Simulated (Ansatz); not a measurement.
Run this with the Ansatz DFT code, driven from Python and show what comes out.

Script `c2h6b2o.py`:
```python
"""Cost of removing each kind of hydrogen from C2H6B2O, fragments frozen."""

import ansatz as az

params = {
    "basis_set": "def2-SVPD",
    "xc": "pbe0",
}


def single_point(molecule, charge=0, unpaired=0):
    calc = (
        molecule.calculation()
        .basis(gaussian=params["basis_set"])
        .functional(params["xc"])
    )
    if charge:
        calc = calc.charge(charge)
    if unpaired:
        calc = calc.spin("collinear", total=unpaired)
    return calc.run().report["free_energy_ev"]

def without(molecule, index):
    rest = az.Crystal.molecule()
    for i, site in enumerate(molecule.cartesian_sites):
        if i != index:
            rest = rest.atom(site.symbol, site.position_ang)
    return rest


def main() -> None:
    geometry_ang = [
        ("B", [-1.509, -0.2309, 0.0143]),
        ("C", [-0.0183, -0.1915, 0.3056]),
        ("C", [0.3976, -0.5248, 1.5099]),
        ("B", [1.0789, 0.2186, -0.83]),
        ("O", [0.5393, 0.5662, -2.1799]),
        ("H", [-1.9607, 0.1272, -1.0691]),
        ("H", [-2.3077, -0.4789, 0.8469]),
        ("H", [1.5313, -0.5166, 1.7456]),
        ("H", [-0.2541, -0.7857, 2.3601]),
        ("H", [2.1683, 0.2042, -0.5807]),
        ("H", [0.3997, 1.5552, -2.1022]),
    ]
    system = az.Crystal.molecule()
    for symbol, xyz in geometry_ang:
        system = system.atom(symbol, xyz)

    whole = single_point(system, 0)
    hydrogen = single_point(az.Crystal.molecule().atom("H", (0, 0, 0)), 0, 1)
    print(f"E(molecule) = {whole:.5f} eV, E(H) = {hydrogen:.5f} eV")
    for index in [6, 8, 9]:
        radical = single_point(without(system, index), 0, 1)
        print(f"H{index}: homolysis {(radical + hydrogen - whole):.3f} eV")


if __name__ == "__main__":
    main()
```

```console
$ python c2h6b2o.py
E(molecule) = -5559.53203 eV, E(H) = -13.61361 eV
H6: homolysis 4.570 eV
H8: homolysis 4.888 eV
H9: homolysis 4.402 eV
```

Reading the output:
- The settings weren't tested for convergence.
- The geometry is a force-field or estimated start, not a minimum of this method, and the basis set is short of its limit. All parts are taken at fixed geometry, without zero-point energy.
- Timing: 37 s on 1 thread of Arm Neoverse V2, with other jobs on the host, peak memory 0.39 GiB.

(Lines on the test bed's own set-up are left out of the output.)
